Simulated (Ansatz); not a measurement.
**SVWN5/def2-SVP run of GeH3O2F (SMILES [OH][GeH]([OH])[F])**

Aim: the vertical singlet–triplet gap of GeH3O2F at SVWN5/def2-SVP, from 2 runs. 

Program for the calculation: Ansatz 0.2.0.

72 further runs of the same task are left out: 72 set aside as unsound or not needed.

## 1. The system as given

GeH3O2F: 7 atoms, total charge 0, spin state singlet. SMILES: `[OH][GeH]([OH])[F]`. Geometry: relaxed at PBE0-D4/def2-TZVP. This is one conformer, not always the lowest.

Bond lengths: O1–Ge2 1.758 Å, Ge2–O3 1.748 Å, Ge2–F4 1.736 Å, O1–H5 0.961 Å, Ge2–H6 1.522 Å, O3–H7 0.961 Å. Angles: O1–Ge2–O3 108.4°, O1–Ge2–F4 104.7°, O3–Ge2–F4 110.1°, O1–Ge2–H6 116.0°, O3–Ge2–H6 108.9°, F4–Ge2–H6 108.5°, Ge2–O1–H5 112.4°, Ge2–O3–H7 112.8°.

## 2. A single-point energy at SVWN5/def2-SVP

molecule.yaml reads:

```yaml
crystal:
  periodic: [false, false, false]
  atoms:
    - symbol: O
      position_ang: [-0.352900, 1.140300, -0.859300]
    - symbol: Ge
      position_ang: [-0.107500, -0.026800, 0.432400]
    - symbol: O
      position_ang: [1.518200, -0.656000, 0.307600]
    - symbol: F
      position_ang: [-1.260300, -1.284500, 0.113200]
    - symbol: H
      position_ang: [-1.209200, 1.041800, -1.283900]
    - symbol: H
      position_ang: [-0.331400, 0.485800, 1.847500]
    - symbol: H
      position_ang: [1.804400, -0.768700, -0.603100]
basis:
  gaussian: {orbitals: def2-SVP}
output: {orbitals: {seedname: orbitals}}
accuracy: high
hamiltonian: {xc: {name: SVWN5}}
```

Started as:

```sh
$ ansatz run molecule.yaml --threads 1 --pin off --max-ram 3480MiB --events-out events.jsonl --progress --plain --runs-dir runs
```

The log of the run:

```text
Warning: RAYON_NUM_THREADS=1 ignored (pool sized by the plan → 1); use --threads N
Functional definition: SVWN5
  name "SVWN5"
  exchange = slater_x
  correlation = vwn5_c
1869 factors; integrals over basis functions are off by at most 4.4e-9 eV
mean field evaluation 1: about -63224.5765 eV, gradient 8.3e1 eV
mean field evaluation 2: about -63173.6005 eV, gradient 1.8e2 eV
mean field evaluation 4: about -63235.0761 eV, gradient 1.7e1 eV
mean field evaluation 8: about -63235.5180 eV, gradient 4.0e-1 eV
mean field evaluation 16: about -63235.5183 eV, gradient 1.9e-5 eV
mean field -63235.51833988 eV, -2323.8624364167 hartree, gradient 3.9e-8 eV, S^2 0.000000; 0 other end points of the search recorded, 0 dependent functions left out
reference -63235.51834293 eV, -2323.8624365287 hartree; 30, 30 occupied and 59, 59 virtual orbitals, 1869 factors
Total energy: -63235.51834293 eV, -2323.8624365287 hartree
```

Run time: 4.2 s. Hardware: 1 thread of Arm Neoverse V2, shared host; peak memory 0.21 GiB.

## 3. The triplet at the same level

input.yaml reads:

```yaml
crystal:
  periodic: [false, false, false]
  atoms:
    - symbol: O
      position_ang: [-0.352900, 1.140300, -0.859300]
    - symbol: Ge
      position_ang: [-0.107500, -0.026800, 0.432400]
    - symbol: O
      position_ang: [1.518200, -0.656000, 0.307600]
    - symbol: F
      position_ang: [-1.260300, -1.284500, 0.113200]
    - symbol: H
      position_ang: [-1.209200, 1.041800, -1.283900]
    - symbol: H
      position_ang: [-0.331400, 0.485800, 1.847500]
    - symbol: H
      position_ang: [1.804400, -0.768700, -0.603100]
basis:
  gaussian:
    orbitals: def2-SVP
magnetization:
  spin_polarized: true
  initial_magnetization: 2
hamiltonian:
  xc: {name: SVWN5}
accuracy: high
output:
  orbitals: {seedname: orbitals}
```

Started as:

```sh
$ ansatz run input.yaml --threads 1 --pin off --max-ram 3480MiB --events-out events.jsonl --progress --plain --runs-dir runs
```

The log of the run:

```text
Warning: RAYON_NUM_THREADS=1 ignored (pool sized by the plan → 1); use --threads N
Functional definition: SVWN5
  name "SVWN5"
  exchange = slater_x
  correlation = vwn5_c
1869 factors; integrals over basis functions are off by at most 4.4e-9 eV
mean field evaluation 1: about -63216.9721 eV, gradient 5.7e1 eV
mean field evaluation 2: about -63125.2170 eV, gradient 1.5e2 eV
mean field evaluation 4: about -63223.9826 eV, gradient 3.4e1 eV
mean field evaluation 8: about -63228.4531 eV, gradient 6.6e0 eV
mean field evaluation 16: about -63228.7118 eV, gradient 3.1e-2 eV
mean field evaluation 32: about -63228.7118 eV, gradient 1.4e-7 eV
mean field evaluation 64: about -63227.9411 eV, gradient 7.4e0 eV
mean field evaluation 96: about -63228.5896 eV, gradient 9.1e-1 eV
mean field -63228.71184083 eV, -2323.6123021904 hartree, gradient 1.3e-8 eV, S^2 2.002310; 8 other end points of the search recorded, 0 dependent functions left out
reference -63228.71184393 eV, -2323.6123023044 hartree; 31, 29 occupied and 58, 60 virtual orbitals, 1869 factors
Total energy: -63228.71184393 eV, -2323.6123023044 hartree
```

It took 12 s on 1 thread of Arm Neoverse V2, shared host; peak memory 0.25 GiB.

## 4. Outcome

Level: SVWN5/def2-SVP.

```
                                        quantity           value
                           singlet: total energy  -2323.86244 Eh
                            singlet: HOMO energy        -7.50 eV
                            singlet: LUMO energy        -0.72 eV
                          singlet: HOMO–LUMO gap         6.78 eV
                           triplet: total energy  -2323.61230 Eh
     triplet: HOMO energy (highest over α and β)        -1.47 eV
                                   triplet: ⟨S²⟩           2.002
vertical energy of the triplet above the singlet        6.806 eV
```

At this shape the triplet lies 6.81 eV (657 kJ/mol) above the singlet.
